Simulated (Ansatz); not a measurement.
# CH7AlSi (SMILES [CH3][AlH][SiH3]): SVWN5/cc-pVDZ

Aim: the electronic atomisation energy of CH7AlSi at SVWN5/cc-pVDZ, from 5 runs. 

Program for the calculation: Ansatz 0.2.0.

68 further runs of the same task are left out: 68 set aside as unsound or not needed.

### 1 Starting point

CH7AlSi: 10 atoms, total charge 0, spin state singlet. As SMILES, `[CH3][AlH][SiH3]`. The shape is that of a PBE0-D4/def2-TZVP optimisation.

Bond lengths: C1–Al2 1.953 Å, Al2–Si3 2.461 Å, C1–H4 1.096 Å, C1–H5 1.092 Å, C1–H6 1.096 Å, Al2–H7 1.593 Å, Si3–H8 1.494 Å, Si3–H9 1.494 Å, Si3–H10 1.490 Å. Some angles: C1–Al2–Si3 120.6°, C1–Al2–H7 118.9°, Si3–Al2–H7 120.4°, Al2–C1–H4 110.5°, Al2–C1–H5 113.7°, Al2–C1–H6 110.2°, Al2–Si3–H8 110.9°, Al2–Si3–H9 110.7°, Al2–Si3–H10 114.1°, H4–C1–H5 108.0°.

### 2 The energy at SVWN5/cc-pVDZ

Input file run.yaml:

```yaml
crystal:
  periodic: [false, false, false]
  atoms:
    - {symbol: C, position_ang: [-1.428400, 0.967200, -0.792400]}
    - {symbol: Al, position_ang: [0.409100, 0.309500, -0.720900]}
    - {symbol: Si, position_ang: [1.161700, -1.107300, 1.145400]}
    - {symbol: H, position_ang: [-1.909200, 0.659300, -1.727500]}
    - {symbol: H, position_ang: [-2.050600, 0.624100, 0.036600]}
    - {symbol: H, position_ang: [-1.438000, 2.063000, -0.790400]}
    - {symbol: H, position_ang: [1.416900, 0.709200, -1.887700]}
    - {symbol: H, position_ang: [0.334900, -2.347600, 1.241000]}
    - {symbol: H, position_ang: [1.000200, -0.395000, 2.448500]}
    - {symbol: H, position_ang: [2.586600, -1.533600, 1.050400]}
basis:
  gaussian:
    orbitals: cc-pVDZ
hamiltonian:
  xc: {name: SVWN5}
accuracy: high
output: {orbitals: {seedname: orbitals}}
```

Launch:

```
$ ansatz run run.yaml --threads 1 --pin off --max-ram 3480MiB --events-out events.jsonl --progress --plain --runs-dir runs
```

Standard output:

```text
Warning: RAYON_NUM_THREADS=1 ignored (pool sized by the plan → 1); use --threads N
Functional definition: SVWN5
  name "SVWN5"
  exchange = slater_x
  correlation = vwn5_c
2025 factors; integrals over basis functions are off by at most 3.9e-9 eV
mean field evaluation 1: about -15543.8643 eV, gradient 5.9e1 eV
mean field evaluation 2: about -15527.3464 eV, gradient 8.7e1 eV
mean field evaluation 4: about -15552.9167 eV, gradient 4.6e0 eV
mean field evaluation 8: about -15553.0031 eV, gradient 4.0e-2 eV
mean field evaluation 16: about -15553.0032 eV, gradient 1.2e-6 eV
mean field -15553.00315755 eV, -571.5623238358 hartree, gradient 1.3e-8 eV, S^2 0.000000; 0 other end points of the search recorded, 0 dependent functions left out
reference -15553.00316167 eV, -571.5623239873 hartree; 20, 20 occupied and 65, 65 virtual orbitals, 2025 factors
Total energy: -15553.00316167 eV, -571.5623239873 hartree
```

It took 4.8 s on 1 thread of Arm Neoverse V1, shared host; peak memory 0.23 GiB.

### 3 The Al atom

Input file run.yaml:

```yaml
basis:
  gaussian:
    orbitals: cc-pVDZ
crystal:
  periodic: [false, false, false]
  atoms:
    - {symbol: Al, position_ang: [0.000000, 0.000000, 0.000000]}
hamiltonian:
  xc: {name: SVWN5}
accuracy: high
magnetization:
  spin_polarized: true
  initial_magnetization: 1
```

Launch:

```
$ ansatz run run.yaml --threads 1 --pin off --max-ram 3480MiB --events-out events.jsonl --progress --plain --runs-dir runs
```

Standard output:

```text
Warning: RAYON_NUM_THREADS=1 ignored (pool sized by the plan → 1); use --threads N
[... 4 set-up lines as earlier in the session ...]
144 factors; integrals over basis functions are off by at most 3.2e-9 eV
mean field evaluation 1: about -6566.1593 eV, gradient 1.4e0 eV
mean field evaluation 2: about -6566.1922 eV, gradient 3.8e-1 eV
mean field evaluation 4: about -6566.1941 eV, gradient 9.5e-2 eV
mean field evaluation 8: about -6566.1942 eV, gradient 2.0e-4 eV
mean field evaluation 16: about -6566.1944 eV, gradient 4.2e-2 eV
mean field evaluation 32: about -6566.1942 eV, gradient 1.7e-3 eV
mean field -6566.19417663 eV, -241.3031852649 hartree, gradient 3.9e-9 eV, S^2 0.751476; 3 other end points of the search recorded, 0 dependent functions left out
reference -6566.19417832 eV, -241.3031853271 hartree; 7, 6 occupied and 11, 12 virtual orbitals, 144 factors
Total energy: -6566.19417832 eV, -241.3031853271 hartree
```

Wall time 0.79 s (1 thread of Arm Neoverse V1, shared host).

### 4 The C atom at the same level

Input file run.yaml:

```yaml
crystal:
  periodic: [false, false, false]
  atoms:
    - {symbol: C, position_ang: [0.000000, 0.000000, 0.000000]}
basis:
  gaussian:
    orbitals: cc-pVDZ
magnetization:
  spin_polarized: true
  initial_magnetization: 2
hamiltonian:
  xc: {name: SVWN5}
accuracy: high
```

Run the same way, it converges to -37.45778 Eh (log not shown).

### 5 The H atom, same level

Input file input.yaml:

```yaml
crystal:
  periodic: [false, false, false]
  atoms:
    - symbol: H
      position_ang: [0.000000, 0.000000, 0.000000]
basis:
  gaussian: {orbitals: cc-pVDZ}
magnetization: {spin_polarized: true, initial_magnetization: 1}
hamiltonian: {xc: {name: SVWN5}}
accuracy: high
```

Launch:

```
$ ansatz run input.yaml --threads 1 --pin off --max-ram 3480MiB --events-out events.jsonl --progress --plain --runs-dir runs
```

Standard output:

```text
Warning: RAYON_NUM_THREADS=1 ignored (pool sized by the plan → 1); use --threads N
[... 4 set-up lines as earlier in the session ...]
15 factors; integrals over basis functions are off by at most 4.6e-8 eV
mean field evaluation 1: about -12.9914 eV, gradient 3.1e-1 eV
mean field evaluation 2: about -12.9913 eV, gradient 3.1e-1 eV
mean field evaluation 4: about -12.9925 eV, gradient 1.4e-5 eV
mean field evaluation 8: about -12.9925 eV, gradient 3.2e-8 eV
mean field -12.99253359 eV, -0.4774668029 hartree, gradient 3.2e-8 eV, S^2 0.750000; 0 other end points of the search recorded, 0 dependent functions left out
reference -12.99253504 eV, -0.4774668559 hartree; 1, 0 occupied and 4, 5 virtual orbitals, 15 factors
Total energy: -12.99253504 eV, -0.4774668559 hartree
```

Run time: 0.1 s. Hardware: 1 thread of Arm Neoverse V1, shared host.

### 6 The Si atom

Input file job.yaml:

```yaml
crystal:
  periodic: [false, false, false]
  atoms:
    - symbol: Si
      position_ang: [0.000000, 0.000000, 0.000000]
basis:
  gaussian:
    orbitals: cc-pVDZ
magnetization:
  spin_polarized: true
  initial_magnetization: 2
hamiltonian:
  xc: {name: SVWN5}
accuracy: high
```

Run the same way, it converges to -288.20126 Eh (log not shown).

### 7 Outcome

At SVWN5/cc-pVDZ:

| quantity | value |
| --- | --- |
| molecule: total energy | -571.56232 Eh |
| molecule: HOMO energy | -6.25 eV |
| molecule: LUMO energy | -2.60 eV |
| molecule: HOMO–LUMO gap | 3.64 eV |
| Al atom: total energy | -241.30319 Eh |
| Al atom: ⟨S²⟩ | 0.751 |
| C atom: total energy | -37.45778 Eh |
| C atom: ⟨S²⟩ | 2.002 |
| H atom: total energy | -0.47747 Eh |
| H atom: ⟨S²⟩ | 0.750 |
| Si atom: total energy | -288.20126 Eh |
| Si atom: ⟨S²⟩ | 2.001 |
| electronic atomisation energy | 34.227 eV |

In words: Taking the molecule apart into free atoms costs 34.23 eV (789 kcal/mol), before zero-point energy and without spin-orbit coupling.
